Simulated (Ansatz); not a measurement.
# ClGe: the cost of one run

Computed with Ansatz 0.2.0, Gaussian basis. Level: def2-QZVPP, all electrons in the functionals, frozen cores in the correlation of double hybrids and RPA.

To be run: wB97M-V, B2PLYP, at charge 0, quartet; charge 0, doublet; charge 0, sextet; charge 1, triplet; charge 1, quintet.

10 further runs of the same task are left out: 10 set aside as unsound or not needed.

**1. The system**

The geometry is a PBE0/def2-TZVP stationary point (not a proven minimum). No spin-orbit coupling is included. The filled d shell of Ge may be among the frozen orbitals whatever the setting's name suggests; the logs give the count.

2 atoms, charge 0, spin multiplicity 4.

Atoms are counted from 1 here; the program's logs count them from 0.

Bond lengths: Ge1–Cl2 2.179 Å.

No dispersion term is added; wB97M-V holds VV10 nonlocal correlation.

The geometry shown and the zero of energy belong to the point charge 0, quartet. The yardstick, RCCSD(T), and other wave-function levels (R restricted, U unrestricted, valence and pair active spaces) come from earlier runs.

**2. wB97M-V, charge 0, quartet**

in.yaml reads:

```yaml
crystal:
  periodic: [false, false, false]
  atoms:
    - {symbol: Ge, position_ang: [0.000000, 0.000000, 0.000000]}
    - {symbol: Cl, position_ang: [0.000000, 0.000000, 2.178600]}
basis:
  gaussian: {orbitals: "def2-QZVPP.json"}
magnetization: {spin_polarized: true, initial_magnetization: 3}
hamiltonian: {xc: {name: wB97M-V}}
output: {orbitals: {seedname: orbitals}}
```

The run is started by

```console
$ ansatz run in.yaml --threads 1 --pin off --events-out ev --progress --plain --max-ram 2393MiB
```

Q: Estimate wall time and peak memory on 1 thread of Arm Neoverse V1, shared host.

About 19 s, with a peak of 0.47 GiB.
